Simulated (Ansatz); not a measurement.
**GeH₆O₃Si: up Jacob's ladder to CCSD(T)**

The task here is to estimate one member of a computed series from the others.

Program: Ansatz 0.2.0, Gaussian basis. Level of theory: functionals in def2-TZVPP, the program's frozen cores in correlated methods. These are calculated values, not measurements.

Levels to be run: PBE-D4, r2SCAN-D4, PBE0-D4, B3LYP-D4, ωB97X-V, ωB97M-V, B2PLYP; CCSD(T)/def2-TZVPP; MP2/def2-QZVPP; extrapolation to the limit.

### The geometry

All runs share one geometry, relaxed beforehand with PBE0-D4 in a triple-zeta def2 set.

11 atoms, charge 0, spin multiplicity 1.

Atoms are counted from 1 here; the program's logs count them from 0.

Bond lengths: O1–Ge2 1.777 Å, O1–H6 0.961 Å, Ge2–O3 1.777 Å, Ge2–O4 1.777 Å, Ge2–Si5 2.380 Å, O3–H7 0.961 Å, O4–H8 0.961 Å, Si5–H9 1.484 Å, Si5–H10 1.484 Å, Si5–H11 1.484 Å. Angles: Ge2–O1–H6 110.8°, O1–Ge2–O3 106.9°, O1–Ge2–O4 106.9°, O1–Ge2–Si5 112.0°, O3–Ge2–O4 106.9°, O3–Ge2–Si5 112.0°, O4–Ge2–Si5 112.0°, Ge2–O3–H7 110.8°, Ge2–O4–H8 110.8°, Ge2–Si5–H9 108.7°, Ge2–Si5–H10 108.7°, Ge2–Si5–H11 108.7°, H9–Si5–H10 110.2°, H9–Si5–H11 110.2°, H10–Si5–H11 110.2°.

The first run:

in.yaml reads:

```yaml
crystal:
  periodic: [false, false, false]
  atoms:
    - {symbol: O, position_ang: [-1.619824, 0.499676, 1.047998]}
    - {symbol: Ge, position_ang: [-0.165142, -0.251770, 0.356927]}
    - {symbol: O, position_ang: [1.009999, -0.413601, 1.680282]}
    - {symbol: O, position_ang: [-0.618930, -1.898188, -0.134696]}
    - {symbol: Si, position_ang: [0.710063, 1.010054, -1.460780]}
    - {symbol: H, position_ang: [-1.518357, 0.632623, 1.994800]}
    - {symbol: H, position_ang: [1.142555, -1.338253, 1.907993]}
    - {symbol: H, position_ang: [-1.531347, -2.086164, 0.103157]}
    - {symbol: H, position_ang: [1.200524, 2.311856, -0.945103]}
    - {symbol: H, position_ang: [-0.370132, 1.227179, -2.454347]}
    - {symbol: H, position_ang: [1.825892, 0.249687, -2.075532]}
basis:
  gaussian: {orbitals: def2-TZVPP}
hamiltonian: {xc: pbe, dispersion: d4}
output: {forces: true, orbitals: {seedname: orbitals}}
```

Run with:

```
$ ansatz run in.yaml --threads 2 --pin off --events-out ev --progress --plain --max-ram 22528MiB --backend cpu
```

Steps of the session up to this table: PBE-D4 (GGA); r2SCAN-D4 (meta-GGA); PBE0-D4 (hybrid); B3LYP-D4 (hybrid); ωB97X-V (range-separated); ωB97M-V (range-separated); B2PLYP (double hybrid); CCSD(T) in def2-TZVPP; MP2 in def2-QZVPP.

One table of the session follows, with a row left open; its other results are not shown here.

It belongs to the step «Atomisation energies». 

| method | atomisation energy (kJ/mol) |
| --- | --- |
| PBE-D4 | 3752.6 |
| r2SCAN-D4 | 3726.4 |
| PBE0-D4 | 3662.5 |
| B3LYP-D4 | ? |
| ωB97X-V | 3742.8 |
| ωB97M-V | 3718.1 |
| B2PLYP | 3672.1 |
| HF/def2-TZVPP | 2559.3 |
| MP2/def2-TZVPP | 3719.1 |
| CCSD/def2-TZVPP | 3585.1 |
| CCSD(T)/def2-TZVPP | 3646.8 |
| MP2/CBS | 3828.2 |
| CCSD(T)/CBS | 3755.9 |

Q: Estimate the row for B3LYP-D4 from the others.

The run gave: atomisation energy (kJ/mol): 3693.4. In the column «atomisation energy (kJ/mol)» it lies between B2PLYP (3672.1) and ωB97M-V (3718.1).

To keep in mind: Free atoms (3 O, 1 Ge, 1 Si, 6 H) were run apart at each level; the atomisation energy is their sum less the molecule, without zero-point or spin-orbit terms.
